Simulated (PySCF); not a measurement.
# C10H8: the cost of one run

Method: levels as typed in each script, gas phase, geometry from GFN2-xTB; program: PySCF 2.14.0.

## (1) Starting geometry

18 atoms, charge 0, spin multiplicity 1.

Bond lengths: C1–C2 1.388 Å, C1–C10 1.388 Å, C1–H11 1.084 Å, C2–C3 1.387 Å, C2–H12 1.083 Å, C3–C4 1.382 Å, C3–H13 1.085 Å, C4–C5 1.396 Å, C4–C8 1.487 Å, C5–C6 1.392 Å, C5–H14 1.075 Å, C6–C7 1.392 Å, C6–H15 1.076 Å, C7–C8 1.396 Å, C7–H16 1.075 Å, C8–C9 1.382 Å, C9–C10 1.387 Å, C9–H17 1.085 Å and more. Angles: C2–C1–C10 129.9°, C2–C1–H11 115.0°, C10–C1–H11 115.0°, C1–C2–C3 128.8°, C1–C2–H12 115.5°, C3–C2–H12 115.7°, C2–C3–C4 128.6°, C2–C3–H13 116.1°, C4–C3–H13 115.3°, C3–C4–C5 126.0°, C3–C4–C8 127.6°, C5–C4–C8 106.4°, C4–C5–C6 108.9°, C4–C5–H14 125.2°, C6–C5–H14 125.9°, C5–C6–C7 109.5°, C5–C6–H15 125.2°, C7–C6–H15 125.2° and more.

As a file:

```
C     2.4826    0.0000    0.0000
C     1.8951    1.2576    0.0000
C     0.5474    1.5877    0.0000
C    -0.5467    0.7436    0.0000
C    -1.8866    1.1368    0.0000
C    -2.6893    0.0000    0.0000
C    -1.8867   -1.1367    0.0000
C    -0.5468   -0.7436    0.0000
C     0.5474   -1.5877    0.0000
C     1.8950   -1.2576    0.0000
H     3.5670   -0.0001    0.0000
H     2.5837    2.0940    0.0000
H     0.3159    2.6478    0.0000
H    -2.2339    2.1539    0.0000
H    -3.7656   -0.0002    0.0000
H    -2.2340   -2.1538    0.0000
H     0.3158   -2.6478    0.0000
H     2.5836   -2.0941    0.0000
```

## (2) Density, bond paths and surface potential (HF/def2-svp)

Contents of input.py:

```python
import numpy as np
from pyscf import gto, scf, dft
from pyscf.scf import atom_ks, atom_hf
from scipy.linalg import block_diag

def solve(mol, dm0=None, hcore=None):
    mf = scf.UHF(mol) if mol.spin else scf.RHF(mol)
    mf = mf.density_fit(auxbasis='def2-universal-jkfit')
    mf.conv_tol, mf.max_cycle = 1e-8, 80
    if hcore is not None:
        mf.get_hcore = lambda *args: hcore
    mf.kernel(dm0)
    if not mf.converged:
        mf = mf.newton().run(mf.mo_coeff, mf.mo_occ, max_cycle=30)
    assert mf.converged, 'SCF not converged'
    return mf

mol = gto.M(atom='''
C      2.48259    -0.00002     0.00000
C      1.89506     1.25759     0.00000
C      0.54742     1.58770     0.00000
C     -0.54675     0.74362     0.00000
C     -1.88664     1.13682     0.00000
C     -2.68932    -0.00002     0.00000
C     -1.88668    -1.13673     0.00000
C     -0.54678    -0.74358     0.00000
C      0.54736    -1.58770     0.00000
C      1.89501    -1.25763     0.00000
H      3.56696    -0.00015     0.00000
H      2.58368     2.09398     0.00000
H      0.31590     2.64779     0.00000
H     -2.23389     2.15393     0.00000
H     -3.76558    -0.00019     0.00000
H     -2.23397    -2.15383     0.00000
H      0.31580    -2.64778     0.00000
H      2.58360    -2.09405     0.00000
''', basis='def2-svp', charge=0, spin=0, verbose=4)
mf = solve(mol)
mf.analyze()
# spherically averaged free atoms, for the promolecule
atm = scf.atom_hf.get_atm_nrhf(mol)
pro = block_diag(*[(atm[a[0]][2] * atm[a[0]][3]) @ atm[a[0]][2].T for a in mol._atom])
np.savez('result.npz', e=mf.e_tot, c=mf.mo_coeff, occ=mf.mo_occ, eps=mf.mo_energy, pro=pro, dip=mf.dip_moment(verbose=0), s2=mf.spin_square()[0])
```

Command:

```console
> OMP_NUM_THREADS=1 python input.py
```

Q: Estimate wall time and peak memory on 1 thread of Intel Xeon Platinum 8488C (Sapphire Rapids), shared host.

About 5.2 s, with a peak of 0.34 GiB.
